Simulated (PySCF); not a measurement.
# LaF3(NH3): forces at shaken geometries

How stiff is LaF3(NH3)? Its atoms are displaced at random by several amounts. It is a constructed species; whether it can be made isn't addressed.

Computed with PySCF 2.14.0. Level: BP86, La lcecp-1-SVP with ECP46, F def2-SVP, N def2-SVP, H def2-SVP; scalar-relativistic core potentials, no spin–orbit coupling.

3 further runs of the same task are left out: 2 for a known fault of the program, 1 that didn't finish.

## Step 1: Starting geometry

8 atoms, charge 0, spin multiplicity 1.

Bond lengths: La1–F2 2.158 Å, La1–F3 2.158 Å, La1–F4 2.158 Å, La1–N5 2.726 Å, N5–H6 1.032 Å, N5–H7 1.032 Å, N5–H8 1.032 Å. Angles: F2–La1–F3 116.6°, F2–La1–F4 116.6°, F2–La1–N5 100.7°, F3–La1–F4 116.6°, F3–La1–N5 100.7°, F4–La1–N5 100.7°, La1–N5–H6 113.2°, La1–N5–H7 113.2°, La1–N5–H8 113.2°, H6–N5–H7 105.5°, H6–N5–H8 105.5°, H7–N5–H8 105.5°.

Geometry (Å):

```xyz
8
F3H3LaN
La    0.11515   -0.11515    0.11515
F     1.21206    1.38543    1.21206
F    -1.38543   -1.21206    1.21206
F     1.21206   -1.21206   -1.38543
N    -1.45893    1.45893   -1.45893
H    -2.08082    2.08082   -0.91844
H    -0.91844    2.08082   -2.08082
H    -2.08082    0.91844   -2.08082
```

Formal oxidation states: La +3. The 4f shell is empty and lies in the core potential. An earlier session relaxed this geometry at BP86, La lcecp-1-SVP with ECP46, F def2-SVP, N def2-SVP, H def2-SVP (singlet, point group C3v).

Its energy there is -387.744621 Eh.

## Step 2: Atoms moved at random, σ = 0.03 Å

run.py (the lines that set the calculation) reads:

```python
mol = gto.M(atom='''
La     0.11511    -0.08555     0.11515
F      1.25509     1.38916     1.19547
F     -1.40082    -1.21172     1.21819
F      1.24330    -1.24746    -1.41328
N     -1.48986     1.44712    -1.41171
H     -2.11302     2.10091    -0.90613
H     -0.91149     2.06519    -2.11456
H     -2.08347     0.92750    -2.06828''',
    basis={'La': 'lcecp-1-SVP', 'F': 'def2-SVP', 'N': 'def2-SVP', 'H': 'def2-SVP'},
    ecp={'La': 'lcecp-1-SVP'},
    charge=0, spin=0)
mf = dft.RKS(mol, xc='B88,P86')
mf.grids.atom_grid = (50, 194)  # f atoms: unpruned, at least (60, 302)
mf = mf.density_fit()  # fitting sets: La AutoAux, F def2-universal-JKFIT, N def2-universal-JKFIT, H def2-universal-JKFIT
mf.conv_tol = 1e-08; mf.max_cycle = 55
mf.kernel(dm0)  # dm0: the density of the relaxed state
```

On the command line:

```console
> OMP_NUM_THREADS=2 python run.py
```

The program printed:

```text
init E= -387.699939941905
  HOMO = -0.272432861194722  LUMO = -0.0734298419402641  gap/eV = 5.41515
cycle= 1 E= -387.738621518894  delta_E= -0.0387  |g|= 0.0527  |ddm|= 0.157
  HOMO = -0.251758804068209  LUMO = -0.0587922545279511  gap/eV = 5.25089
cycle= 2 E= -387.736779875914  delta_E= 0.00184  |g|= 0.112  |ddm|= 0.142
  HOMO = -0.261370542985889  LUMO = -0.0607933641717793  gap/eV = 5.45798
cycle= 3 E= -387.739267199485  delta_E= -0.00249  |g|= 0.0195  |ddm|= 0.0889
  HOMO = -0.259947467849462  LUMO = -0.0615609451171508  gap/eV = 5.39837
cycle= 4 E= -387.739325936845  delta_E= -5.87e-05  |g|= 0.00828  |ddm|= 0.0183
  HOMO = -0.260500787557422  LUMO = -0.0615171769198142  gap/eV = 5.41462
cycle= 5 E= -387.739339424145  delta_E= -1.35e-05  |g|= 0.00109  |ddm|= 0.00662
  HOMO = -0.2605269518885  LUMO = -0.0615916661029665  gap/eV = 5.41330
cycle= 6 E= -387.739339749385  delta_E= -3.25e-07  |g|= 0.000458  |ddm|= 0.00115
  HOMO = -0.260554106947715  LUMO = -0.0615985243808446  gap/eV = 5.41386
cycle= 7 E= -387.739339786859  delta_E= -3.75e-08  |g|= 0.000146  |ddm|= 0.000399
  HOMO = -0.260561516443186  LUMO = -0.0616029492206742  gap/eV = 5.41394
cycle= 8 E= -387.739339790788  delta_E= -3.93e-09  |g|= 2.17e-05  |ddm|= 0.000124
  HOMO = -0.260560218688195  LUMO = -0.0616041960065274  gap/eV = 5.41387
Extra cycle  E= -387.739339790497  delta_E= 2.91e-10  |g|= 4.61e-05  |ddm|= 4.81e-05
converged SCF energy = -387.739339790497
```

Run time: 5.1 s. Hardware: 2 threads of Arm Neoverse V1, shared host.

Read off: E = -387.739340 Eh (+0.144 eV from the relaxed state), HOMO -7.09 eV, LUMO -1.68 eV, Mulliken charge on La1 +1.09 e, largest force component 1.582 eV/Å. The large-core potential holds the 4f shell empty.

| atom | Fx | Fy | Fz (eV/Å) |
| --- | --- | --- | --- |
| La1 | 0.274 | -0.928 | -0.342 |
| F2 | -0.054 | -0.010 | -0.012 |
| F3 | 0.348 | 0.300 | -0.233 |
| F4 | -0.542 | 0.577 | 0.665 |
| N5 | 1.338 | 1.380 | -1.567 |
| H6 | 0.059 | -0.034 | -0.126 |
| H7 | -1.058 | -1.004 | 1.582 |
| H8 | -0.365 | -0.281 | 0.034 |

## Step 3: Atoms moved at random, σ = 0.1 Å

run.py (the lines that set the calculation) reads:

```python
mol = gto.M(atom='''
La     0.31911    -0.18959     0.21677
F      1.15712     1.29245     1.09221
F     -1.38140    -1.21095     1.15637
F      1.17700    -1.08239    -1.30286
N     -1.47560     1.54759    -1.52734
H     -2.16354     2.20552    -0.82844
H     -0.97802     1.95265    -2.10105
H     -2.03981     0.86987    -2.09082''',
    basis={'La': 'lcecp-1-SVP', 'F': 'def2-SVP', 'N': 'def2-SVP', 'H': 'def2-SVP'},
    ecp={'La': 'lcecp-1-SVP'},
    charge=0, spin=0)
mf = dft.RKS(mol, xc='B88,P86')
mf.grids.atom_grid = (50, 194)  # f atoms: unpruned, at least (60, 302)
mf = mf.density_fit()  # fitting sets: La AutoAux, F def2-universal-JKFIT, N def2-universal-JKFIT, H def2-universal-JKFIT
mf.conv_tol = 1e-08; mf.max_cycle = 55
mf.kernel(dm0)  # dm0: the density of the relaxed state
```

On the command line:

```console
> OMP_NUM_THREADS=2 python run.py
```

The program printed:

```text
init E= -387.726812953499
  HOMO = -0.279018768558798  LUMO = -0.0763016407995813  gap/eV = 5.51621
cycle= 1 E= -387.637166398914  delta_E= 0.0896  |g|= 0.187  |ddm|= 0.853
  HOMO = -0.208772002008502  LUMO = -0.0420211531276351  gap/eV = 4.53752
cycle= 2 E= -387.623481795609  delta_E= 0.0137  |g|= 0.331  |ddm|= 0.492
  HOMO = -0.24691616712356  LUMO = -0.0470678853210238  gap/eV = 5.43815
cycle= 3 E= -387.644757892807  delta_E= -0.0213  |g|= 0.0847  |ddm|= 0.298
  HOMO = -0.240568478623226  LUMO = -0.0493269445843616  gap/eV = 5.20395
cycle= 4 E= -387.645924491484  delta_E= -0.00117  |g|= 0.0277  |ddm|= 0.0752
  HOMO = -0.243397530053199  LUMO = -0.0490452762804168  gap/eV = 5.28859
cycle= 5 E= -387.64606480408  delta_E= -0.00014  |g|= 0.00481  |ddm|= 0.0213
  HOMO = -0.243103192530802  LUMO = -0.0491620182844912  gap/eV = 5.27741
cycle= 6 E= -387.646069283675  delta_E= -4.48e-06  |g|= 0.00148  |ddm|= 0.0046
  HOMO = -0.243182498970266  LUMO = -0.0491729748997081  gap/eV = 5.27927
cycle= 7 E= -387.646069799786  delta_E= -5.16e-07  |g|= 0.000645  |ddm|= 0.00149
  HOMO = -0.243191853672041  LUMO = -0.0491674288090884  gap/eV = 5.27967
cycle= 8 E= -387.646069753377  delta_E= 4.64e-08  |g|= 6.39e-05  |ddm|= 0.000561
  HOMO = -0.243194188959186  LUMO = -0.049170195204713  gap/eV = 5.27966
cycle= 9 E= -387.646069754202  delta_E= -8.25e-10  |g|= 1.36e-05  |ddm|= 6.68e-05
  HOMO = -0.243195886618981  LUMO = -0.0491699190146022  gap/eV = 5.27972
Extra cycle  E= -387.646069754087  delta_E= 1.15e-10  |g|= 2.92e-05  |ddm|= 3.03e-05
converged SCF energy = -387.646069754087
```

Run time: 5.4 s. Hardware: 2 threads of Arm Neoverse V1, shared host.

Read off: E = -387.646070 Eh (+2.682 eV from the relaxed state), HOMO -6.62 eV, LUMO -1.34 eV, Mulliken charge on La1 +0.99 e, largest force component 10.286 eV/Å. The large-core potential holds the 4f shell empty.

```csv
atom,Fx,Fy,Fz (eV/Å)
La1,-6.090,-2.771,0.572
F2,3.224,5.373,3.171
F3,0.042,0.027,0.053
F4,2.490,-2.310,-4.076
N5,-8.977,-5.445,10.286
H6,2.453,-2.126,-2.930
H7,6.935,6.722,-7.820
H8,-0.077,0.531,0.745
```

## Step 4: Atoms moved at random, σ = 0.1 Å

run.py (the lines that set the calculation) reads:

```python
mol = gto.M(atom='''
La     0.03989    -0.19122     0.14573
F      1.35666     1.44310     1.28980
F     -1.41619    -1.09059     1.24492
F      1.23913    -1.30764    -1.57733
N     -1.47623     1.41074    -1.43970
H     -2.05063     2.14408    -0.94774
H     -0.86232     2.04938    -1.93965
H     -2.21546     0.92732    -2.16117''',
    basis={'La': 'lcecp-1-SVP', 'F': 'def2-SVP', 'N': 'def2-SVP', 'H': 'def2-SVP'},
    ecp={'La': 'lcecp-1-SVP'},
    charge=0, spin=0)
mf = dft.RKS(mol, xc='B88,P86')
mf.grids.atom_grid = (50, 194)  # f atoms: unpruned, at least (60, 302)
mf = mf.density_fit()  # fitting sets: La AutoAux, F def2-universal-JKFIT, N def2-universal-JKFIT, H def2-universal-JKFIT
mf.conv_tol = 1e-08; mf.max_cycle = 55
mf.kernel(dm0)  # dm0: the density of the relaxed state
```

On the command line:

```console
> OMP_NUM_THREADS=2 python run.py
```

The program printed:

```text
init E= -387.619632873393
  HOMO = -0.291177266141409  LUMO = -0.102221345959475  gap/eV = 5.14175
cycle= 1 E= -387.694702925559  delta_E= -0.0751  |g|= 0.211  |ddm|= 0.567
  HOMO = -0.195565318978885  LUMO = -0.0636743446163521  gap/eV = 3.58894
cycle= 2 E= -387.63617183718  delta_E= 0.0585  |g|= 0.592  |ddm|= 0.678
  HOMO = -0.239688986839359  LUMO = -0.0658214369067238  gap/eV = 4.73118
cycle= 3 E= -387.704624200484  delta_E= -0.0685  |g|= 0.0806  |ddm|= 0.459
  HOMO = -0.235221042255798  LUMO = -0.0689707680147151  gap/eV = 4.52390
cycle= 4 E= -387.70565761655  delta_E= -0.00103  |g|= 0.046  |ddm|= 0.0927
  HOMO = -0.238298105438063  LUMO = -0.0688303783668296  gap/eV = 4.61145
cycle= 5 E= -387.706040993283  delta_E= -0.000383  |g|= 0.00848  |ddm|= 0.0329
  HOMO = -0.238545568619409  LUMO = -0.0688505179994401  gap/eV = 4.61764
cycle= 6 E= -387.706051347111  delta_E= -1.04e-05  |g|= 0.00375  |ddm|= 0.0069
  HOMO = -0.238728892919355  LUMO = -0.0689657153691492  gap/eV = 4.61949
cycle= 7 E= -387.706054012689  delta_E= -2.67e-06  |g|= 0.000745  |ddm|= 0.00304
  HOMO = -0.238746175919189  LUMO = -0.0689659653567567  gap/eV = 4.61995
cycle= 8 E= -387.706054227808  delta_E= -2.15e-07  |g|= 0.000514  |ddm|= 0.000846
  HOMO = -0.238777154970607  LUMO = -0.0689652080765235  gap/eV = 4.62082
cycle= 9 E= -387.706054277811  delta_E= -5e-08  |g|= 6.3e-05  |ddm|= 0.000396
  HOMO = -0.238782309762827  LUMO = -0.0689684524459224  gap/eV = 4.62087
cycle= 10 E= -387.706054278613  delta_E= -8.02e-10  |g|= 7.13e-06  |ddm|= 5.6e-05
  HOMO = -0.238783949987076  LUMO = -0.068968662636248  gap/eV = 4.62091
Extra cycle  E= -387.706054278598  delta_E= 1.5e-11  |g|= 1.14e-05  |ddm|= 1.69e-05
converged SCF energy = -387.706054278598
```

Wall time 5.5 s (2 threads of Arm Neoverse V1, shared host).

Result: E = -387.706054 Eh (+1.049 eV from the relaxed state), HOMO -6.50 eV, LUMO -1.88 eV, Mulliken charge on La1 +1.09 e, largest force component 4.219 eV/Å. The large-core potential holds the 4f shell empty.

| atom | Fx | Fy | Fz (eV/Å) |
| --- | --- | --- | --- |
| La1 | 4.219 | 1.652 | -1.699 |
| F2 | -1.472 | -1.614 | -1.155 |
| F3 | -1.561 | -1.031 | 1.156 |
| F4 | -1.306 | 0.990 | 1.641 |
| N5 | -2.736 | -0.634 | -0.700 |
| H6 | 0.024 | -0.823 | 0.010 |
| H7 | 0.553 | -0.029 | -1.031 |
| H8 | 2.277 | 1.488 | 1.777 |

## Step 5: Results

| σ (Å) | energy rise (eV) | harmonic estimate −½ F·u (eV) | largest force component (eV/Å) |
| --- | --- | --- | --- |
| 0.03 | 0.144 | 0.137 | 1.58 |
| 0.1 | 2.682 | 2.841 | 10.29 |
| 0.1 | 1.049 | 0.956 | 4.22 |

Every displacement raises the energy. For a harmonic well the rise equals −½ F·u; the two differ by at most 9 % here (a move with σ = 0.1 Å), from anharmonicity, the grid and the small forces left at the relaxed point. These are double-zeta-type bases without diffuse functions. Spin–orbit coupling is left out.
